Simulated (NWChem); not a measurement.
**BI3 (boron triiodide): levels of theory compared**

Wanted: a comparison of 3 runs (B3LYP/def2-SVPD, B3LYP/def2-TZVP, B3LYP/def2-SVP) of BI3 (boron triiodide). 

The results are computed with NWChem 7.3.0.

**1. The system as given**

BI3: 4 atoms, total charge 0, spin state singlet. As SMILES, `IB(I)I`. The coordinates come from a PBE0-D4/def2-TZVP relaxation.

Bond lengths: I1–B2 2.110 Å, B2–I3 2.110 Å, B2–I4 2.110 Å. Angles: I1–B2–I3 120.0°, I1–B2–I4 120.0°, I3–B2–I4 120.0°.

**2. Energy and gradient at B3LYP/def2-SVPD (core potential) (run 1)**

Contents of struct.nw:

```
start struct
title "BI3 gradient"
memory 2200 mb

geometry units angstroms noautosym nocenter noautoz
 I     -1.308500    -0.295200     1.615600
 B      0.013900    -0.015100    -0.005100
 I      1.876800    -1.006300    -0.030300
 I     -0.526500     1.256300    -1.600500
end

basis spherical bse
 * library def2-SVPD
end

ecp bse
 I library def2-SVPD
end

dft
 xc b3lyp
 grid fine
 convergence energy 1e-08
 iterations 100
 mulliken
 print low
end

task dft gradient
```

The run is started by

```console
$ nwchem struct.nw > struct.out
```

Log:

```text
[...]
 d= 0,ls=0.0,diis     1   -918.1832647637 -1.28D+03  1.70D-02  5.95D-01     9.2
[...]
 d= 0,ls=0.0,diis     8   -918.2896836056 -1.28D-09  1.33D-06  1.53D-08    56.2
         Total DFT energy =     -918.289683605576
      One electron energy =    -2315.929721061837
           Coulomb energy =     1103.206862115913
    Exchange-Corr. energy =      -71.041787384995
 Nuclear repulsion energy =      365.474962725343
[...]
      Total Density - Mulliken Population Analysis
     ---------------------------------------------
    Atom       Charge   Shell Charges
 -----------   ------   -------------------------------------------------------
    1 I   25    24.95   0.22  1.83  1.38  0.46  0.01  3.12  2.93  2.65  2.24  0.06  9.79  0.25  0.01
    2 B    5     5.14   1.99  0.95  0.03 -0.06  1.47  0.67  0.07  0.02
    3 I   25    24.95   0.22  1.83  1.38  0.46  0.01  3.12  2.93  2.65  2.24  0.06  9.79  0.25  0.01
    4 I   25    24.95   0.22  1.83  1.38  0.46  0.01  3.12  2.93  2.65  2.24  0.06  9.79  0.25  0.01
[...]
                         DFT ENERGY GRADIENTS
    atom               coordinates                        gradient
                 x          y          z           x          y          z
   1 I      -2.472706  -0.557847   3.053041    0.006150   0.001301  -0.007531
   2 B       0.026267  -0.028535  -0.009638    0.000015  -0.000008  -0.000008
   3 I       3.546638  -1.901631  -0.057259   -0.008684   0.004621   0.000121
   4 I      -0.994941   2.374063  -3.024506    0.002520  -0.005914   0.007419
 Task  times  cpu:       77.4s     wall:       77.4s
 Total times  cpu:       77.4s     wall:       77.4s
```

Wall time 78 s (1 thread of AMD EPYC 7R43 (Zen 3), shared host); peak memory 0.13 GiB.

**3. Energy and forces at B3LYP/def2-TZVP (core potential) (run 2)**

Contents of input.nw:

```
start input
memory 2200 mb
geometry units angstroms noautosym nocenter noautoz
 I     -1.308500    -0.295200     1.615600
 B      0.013900    -0.015100    -0.005100
 I      1.876800    -1.006300    -0.030300
 I     -0.526500     1.256300    -1.600500
end
basis spherical bse
 * library def2-TZVP
end
ecp bse
 I library def2-TZVP
end
dft
 xc b3lyp
 grid fine
 convergence energy 1e-08
 maxiter 100
 mulliken
 print low
end
task dft gradient
```

The run is started by

```console
$ nwchem input.nw > input.out
```

Log:

```text
[...]
 d= 0,ls=0.0,diis     1   -918.2336378126 -1.28D+03  9.71D-03  7.72D-01    22.0
[...]
 d= 0,ls=0.0,diis     8   -918.3410240711  2.87D-09  1.55D-06  1.03D-07   136.1
         Total DFT energy =     -918.341024071056
      One electron energy =    -2316.277047641793
           Coulomb energy =     1103.509141134128
    Exchange-Corr. energy =      -71.048080288734
 Nuclear repulsion energy =      365.474962725343
[...]
      Total Density - Mulliken Population Analysis
     ---------------------------------------------
    Atom       Charge   Shell Charges
 -----------   ------   -------------------------------------------------------
    1 I   25    24.94   0.19 -0.79  1.63  0.98  1.20  0.70 -0.49  6.44  1.46  2.60  0.97  9.17  0.82  0.05  0.00  0.01
    2 B    5     5.18   0.91  1.06  0.52  0.62 -0.01  0.86  0.94  0.05  0.03  0.19  0.01
    3 I   25    24.94   0.19 -0.79  1.63  0.98  1.20  0.70 -0.49  6.44  1.46  2.60  0.97  9.17  0.82  0.05  0.00  0.01
    4 I   25    24.94   0.19 -0.79  1.63  0.98  1.20  0.70 -0.49  6.44  1.46  2.60  0.97  9.17  0.82  0.05  0.00  0.01
[...]
                         DFT ENERGY GRADIENTS
    atom               coordinates                        gradient
                 x          y          z           x          y          z
   1 I      -2.472706  -0.557847   3.053041    0.004008   0.000848  -0.004908
   2 B       0.026267  -0.028535  -0.009638    0.000013  -0.000008  -0.000007
   3 I       3.546638  -1.901631  -0.057259   -0.005666   0.003015   0.000079
   4 I      -0.994941   2.374063  -3.024506    0.001644  -0.003855   0.004835
 Task  times  cpu:      194.0s     wall:      194.0s
 Total times  cpu:      194.1s     wall:      194.1s
```

Wall time 3.3 min (1 thread of AMD EPYC 7R43 (Zen 3), shared host); peak memory 0.15 GiB.

**4. Energy and gradient at B3LYP/def2-SVP (core potential) (run 3)**

Contents of job.nw:

```
START job
memory 2200 mb
GEOMETRY noautosym nocenter noautoz
 I       -1.308500      -0.295200       1.615600
 B        0.013900      -0.015100      -0.005100
 I        1.876800      -1.006300      -0.030300
 I       -0.526500       1.256300      -1.600500
END
BASIS spherical bse
 * library def2-SVP
END
ECP bse
 I library def2-SVP
END
DFT
 xc b3lyp
 grid fine
 convergence energy 1e-08
 maxiter 100
 mulliken
 noprint "final vectors analysis"
END
TASK dft gradient
```

The run is started by

```console
$ nwchem job.nw > job.out
```

Log:

```text
[...]
          Wavefunction type:  closed shell.
          No. of atoms     :     4
          No. of electrons :    80
[...]
          Charge           :     0
          Spin multiplicity:     1
[...]
          AO basis - number of functions:    92
[...]
              XC Information
              --------------
                         B3LYP Method XC Potential
                     Hartree-Fock (Exact) Exchange  0.200
                        Slater Exchange Functional  0.800 local
                    Becke 1988 Exchange Functional  0.720 non-local
              Lee-Yang-Parr Correlation Functional  0.810
                  VWN I RPA Correlation Functional  0.190 local
[...]
 d= 0,ls=0.0,diis     1   -918.1789468036 -1.28D+03  2.14D-02  5.88D-01     5.4
[...]
 d= 0,ls=0.0,diis     8   -918.2855376408 -6.63D-10  1.44D-06  1.27D-08    31.3
         Total DFT energy =     -918.285537640797
      One electron energy =    -2316.301811626864
           Coulomb energy =     1103.604441899360
    Exchange-Corr. energy =      -71.063130638636
 Nuclear repulsion energy =      365.474962725343
[...]
      Total Density - Mulliken Population Analysis
     ---------------------------------------------
    Atom       Charge   Shell Charges
 -----------   ------   -------------------------------------------------------
    1 I   25    24.96   0.22  1.83  1.36  0.53  3.12  2.93  2.64  2.29  9.79  0.24
    2 B    5     5.13   1.99  0.94  0.11  1.47  0.55  0.07
    3 I   25    24.96   0.22  1.83  1.36  0.53  3.12  2.93  2.64  2.29  9.79  0.24
    4 I   25    24.96   0.22  1.83  1.36  0.53  3.12  2.93  2.64  2.29  9.79  0.24
[...]
  wavefunction    = closed shell
                         DFT ENERGY GRADIENTS
    atom               coordinates                        gradient
                 x          y          z           x          y          z
   1 I      -2.472706  -0.557847   3.053041    0.006119   0.001295  -0.007495
   2 B       0.026267  -0.028535  -0.009638    0.000017  -0.000010  -0.000007
   3 I       3.546638  -1.901631  -0.057259   -0.008644   0.004600   0.000120
   4 I      -0.994941   2.374063  -3.024506    0.002507  -0.005885   0.007382
[...]
```

Wall time 40 s (1 thread of AMD EPYC 7R43 (Zen 3), shared host); peak memory 0.12 GiB.

**5. The series**

| run | level | core potential | energy (Eh) | largest force (eV/Å) | wall time |
| --- | --- | --- | --- | --- | --- |
| 1 | B3LYP/def2-SVPD (core potential) | def2-SVPD | -918.289684 | 0.506 | 78 s |
| 2 | B3LYP/def2-TZVP (core potential) | def2-TZVP | -918.341024 | 0.330 | 3.3 min |
| 3 | B3LYP/def2-SVP (core potential) | def2-SVP | -918.285538 | 0.504 | 40 s |

**6. Results**

| quantity | value |
| --- | --- |
| run 3: total energy | -918.28554 Eh |
| run 3: dipole moment | 0.00 D |
| run 3: largest force on an atom | 0.504 eV/Å |

Over the runs the total energy spans 1.510 eV. All runs together took 5.2 min, the longest 3.3 min.
